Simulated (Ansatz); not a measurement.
**BF2GeH3: up Jacob's ladder to CCSD(T)**

An exercise on one series of results from a longer session: the logs are not shown, and one member is left open.

The runs use Ansatz 0.2.0, Gaussian basis; functionals in def2-TZVPP, the program's frozen cores in correlated methods.

Plan: LDA (SPW92), PBE-D4, revPBE-D4, BLYP-D4, r2SCAN-D4, B97M-V, PBE0-D4, B3LYP-D4, r2SCANh-D4, r2SCAN0-D4, HSE06-D4, BHLYP-D4, CAM-B3LYP-D4, LC-ωPBE, ωB97X-V, ωB97M-V, B2PLYP, PBE-QIDH; CCSD(T)/def2-SVP; CCSD(T)/def2-TZVPP; MP2/def2-QZVPP; extrapolation to the limit; RPA on PBE.

## Structure used throughout

The geometry comes from an earlier relaxation with PBE0-D4 in a triple-zeta def2 set; it is a stationary point, not always the lowest conformer.

SMILES `F[BH][GeH2][F]`, 7 atoms, charge 0, spin multiplicity 1.

Atoms are counted from 1 here; the program's logs count them from 0.

Bond lengths: F1–B2 1.313 Å, B2–Ge3 2.084 Å, B2–H5 1.201 Å, Ge3–F4 1.748 Å, Ge3–H6 1.540 Å, Ge3–H7 1.540 Å. Angles: F1–B2–Ge3 119.9°, F1–B2–H5 117.5°, Ge3–B2–H5 122.5°, B2–Ge3–F4 109.0°, B2–Ge3–H6 113.3°, B2–Ge3–H7 113.3°, F4–Ge3–H6 105.7°, F4–Ge3–H7 105.7°, H6–Ge3–H7 109.4°.

Set-up of the first run:

File in.yaml:

```yaml
crystal:
  periodic: [false, false, false]
  atoms:
    - {symbol: F, position_ang: [-1.098209, -1.899684, -0.130192]}
    - {symbol: B, position_ang: [-0.069100, -1.224727, 0.326660]}
    - {symbol: Ge, position_ang: [0.154675, 0.788903, -0.162969]}
    - {symbol: F, position_ang: [-1.169768, 1.273256, -1.196533]}
    - {symbol: H, position_ang: [0.715092, -1.811443, 1.022560]}
    - {symbol: H, position_ang: [0.092001, 1.723668, 1.059332]}
    - {symbol: H, position_ang: [1.436610, 1.082128, -0.964458]}
basis:
  gaussian: {orbitals: def2-TZVPP}
hamiltonian: {xc: lda}
output: {orbitals: {seedname: orbitals}}
```

Run with:

```sh
$ ansatz run in.yaml --threads 2 --pin off --events-out ev --progress --plain --max-ram 4352MiB
```

Among the steps run: LDA; PBE-D4 (GGA); revPBE-D4 (GGA); BLYP-D4 (GGA); r2SCAN-D4 (meta-GGA); B97M-V (meta-GGA); B3LYP-D4 (hybrid); r2SCANh-D4 (hybrid); r2SCAN0-D4 (hybrid); HSE06-D4 (hybrid); BHLYP-D4 (hybrid); CAM-B3LYP-D4 (range-separated); LC-ωPBE (range-separated); ωB97X-V (range-separated); ωB97M-V (range-separated); B2PLYP (double hybrid); PBE-QIDH (double hybrid).

One table of the session follows, with a row left open; its other results are not shown here.

It belongs to the step «Orbital energies across the functionals». 

| functional | HOMO (eV) | LUMO (eV) | gap (eV) |
| --- | --- | --- | --- |
| LDA (SPW92) | -7.12 | -3.26 | 3.86 |
| PBE-D4 | -7.01 | -2.99 | 4.02 |
| revPBE-D4 | -6.96 | -2.87 | 4.08 |
| BLYP-D4 | -6.93 | -2.85 | 4.08 |
| r2SCAN-D4 | -7.32 | -2.69 | 4.64 |
| B97M-V | ? | ? | ? |
| PBE0-D4 | -8.38 | -2.02 | 6.36 |
| B3LYP-D4 | -8.19 | -2.25 | 5.94 |
| r2SCANh-D4 | -7.83 | -2.35 | 5.48 |
| r2SCAN0-D4 | -8.58 | -1.84 | 6.74 |
| HSE06-D4 | -7.97 | -2.40 | 5.57 |
| BHLYP-D4 | -9.68 | -1.00 | 8.67 |
| CAM-B3LYP-D4 | -9.77 | -0.89 | 8.87 |
| LC-ωPBE | -11.05 | 0.35 | 11.40 |
| ωB97X-V | -10.72 | 0.23 | 10.95 |
| ωB97M-V | -10.55 | 0.00 | 10.55 |

Estimate the missing values for B97M-V.

**Answer.** HOMO (eV): -7.42; LUMO (eV): -2.78; gap (eV): 4.65. In the column «HOMO (eV)» it lies between r2SCANh-D4 (-7.83) and r2SCAN-D4 (-7.32).
